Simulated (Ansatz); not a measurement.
# CHBCl2O: the cost of one run

Computed with Ansatz 0.2.0, Gaussian basis. Level: the settings change from run to run.

**1. The molecule**

The structure was relaxed beforehand with PBE0-D4 in a triple-zeta def2 set.

SMILES `ClC1(Cl)BO1`, 6 atoms, charge 0, spin multiplicity 1.

Atoms are counted from 1 here; the program's logs count them from 0.

Bond lengths: Cl1–C2 1.741 Å, C2–Cl3 1.741 Å, C2–B4 1.506 Å, C2–O5 1.451 Å, B4–O5 1.340 Å, B4–H6 1.180 Å. Angles: Cl1–C2–Cl3 112.8°, Cl1–C2–B4 123.0°, Cl1–C2–O5 113.7°, Cl3–C2–B4 123.0°, Cl3–C2–O5 113.7°, B4–C2–O5 53.9°, C2–B4–O5 61.0°, C2–B4–H6 160.1°, O5–B4–H6 138.9°, C2–O5–B4 65.2°.

**2. LC-wPBE/def2-TZVPD**

This run has atoms shaken by 0.15 Å.

The input, in.yaml:

```yaml
crystal:
  periodic: [false, false, false]
  atoms:
    - {symbol: Cl, position_ang: [-0.887742, -1.857851, -1.125514]}
    - {symbol: C, position_ang: [0.172918, -0.413103, -0.048406]}
    - {symbol: Cl, position_ang: [1.515147, -1.270227, 1.025557]}
    - {symbol: B, position_ang: [-0.327428, 0.899651, 0.020069]}
    - {symbol: O, position_ang: [0.527504, 0.468366, -0.484155]}
    - {symbol: H, position_ang: [-0.877191, 1.931593, 0.322778]}
basis:
  gaussian: {orbitals: def2-TZVPD}
hamiltonian: {xc: {name: LC-wPBE}}
output: {forces: true}
```

Launch:

```bash
$ ansatz run in.yaml --threads 2 --pin off --events-out ev --progress --plain --max-ram 4352MiB
```

Q: Estimate wall time and peak memory on 2 threads of AMD EPYC 7B13, shared host.

About 4 s, with a peak of 0.41 GiB.
